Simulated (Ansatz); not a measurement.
This script makes an equation of state with a fit of SnO, space group P4/nmm with Ansatz 0.2.0 through its Python package.

`eos.py`
```python
"""Bulk modulus of SnO from an E(V) curve."""

import ansatz as az
import numpy as np

params = {
    "functional": "pbe",
    "occupations": "Fermi-Dirac",
    "smearing_width": 0.05,
    "ecut": 510,
    "tolerance": 1e-09,
    "mesh": (6, 6, 4),
}

vectors0 = np.array([
    [3.7986, 0.0, 0.0],
    [0.0, 3.7986, 0.0],
    [0.0, 0.0, 4.8408],
])
sites = [
    ("Sn", (0.5, 0.0, 0.2369)),
    ("Sn", (0.0, 0.5, 0.7631)),
    ("O", (0.0, 0.0, 0.0)),
    ("O", (0.5, 0.5, 0.0)),
]


def crystal_on(cell):
    crystal = az.Crystal(lattice=az.Lattice.of(cell))
    for symbol, position in sites:
        crystal = crystal.atom(symbol, position)
    return crystal


def main() -> None:
    # uniform scaling of the cell
    volumes, energies, pressures = [], [], []
    for scale in np.linspace(0.92, 1.08, 7):
        cell = vectors0 * scale ** (1 / 3)
        calculation = crystal_on(cell).calculation()
        calculation = calculation.functional(params["functional"]).occupations(params["occupations"], width=params["smearing_width"])
        calculation = calculation.basis(params["ecut"]).scf(tolerance=params["tolerance"])
        calculation = calculation.kpoints(*params["mesh"])
        calculation = calculation.stress()
        rep = calculation.run(threads=1, pin="off").report
        volumes.append(abs(np.linalg.det(cell)) / len(sites))
        energies.append(rep["free_energy_ev"] / len(sites))
        pressures.append(np.trace(rep["stress_gpa"]) / 3)
        print(f"V = {volumes[-1]:8.4f} A^3/atom  F = {energies[-1]:.5f} eV/atom  P = {pressures[-1]:8.3f} GPa")

    # third-order Birch-Murnaghan: a cubic in V^(-2/3)
    x = np.array(volumes) ** (-2 / 3)
    poly = np.polynomial.Polynomial.fit(x, energies, 3).convert()
    roots = poly.deriv().roots()
    x0 = min((r.real for r in roots if abs(r.imag) < 1e-9 and poly.deriv(2)(r.real) > 0), key=lambda r: abs(r - x.mean()))
    v0 = x0 ** -1.5
    b0 = 4 / 9 * poly.deriv(2)(x0) * v0 ** (-7 / 3) * 160.21766
    b1 = 4 + 2 / 3 * x0 * poly.deriv(3)(x0) / poly.deriv(2)(x0)
    print(f"V0 = {v0:.4f} A^3/atom, B0 = {b0:.1f} GPa, dB/dP = {b1:.2f}")


if __name__ == "__main__":
    main()
```

Its results, one of them left out:

| V (Å³/atom) | F less the lowest row shown (meV/atom) |
| --- | --- |
| 16.065 | ? |
| 16.531 | 57.60 |
| 16.997 | 30.51 |
| 17.462 | 12.63 |
| 17.928 | 2.79 |
| 18.394 | 0.00 |
| 18.859 | 3.39 |

What is the missing energy at 16.065 Å³ an atom?

A third-order Birch-Murnaghan fit, E = E0 + (9 V0 B0 / 16) [(t - 1)³ B' + (t - 1)² (6 - 4t)] with t = (V0/V)^(2/3), through the 6 rows shown gives V0 = 18.361 Å³, B0 = 84.4 GPa, B' = 4.19 and E0 = -0.01 meV. At V = 16.065 Å³, t = 1.09313, and the fit extrapolates to 95.23 meV. The run gave 95.41 meV, a miss of 0.17 meV.

Reading the output:
- Shape and fractional positions are held along the curve, so the bulk modulus is an upper value where they are free to relax, by a factor of two or more in layered or hydrogen-bonded cells.
- The program warned that this SCF threshold is loose for forces or stresses.
- Pressure is positive in compression.
- The structure is a deposited one; some such entries were measured under pressure or heat, so a shift against it needn't be the functional's error alone.
- Hardware and time: 23 s on 1 thread of AMD EPYC 7R32 (Zen 2), with other jobs on the host, peak memory 0.46 GiB.
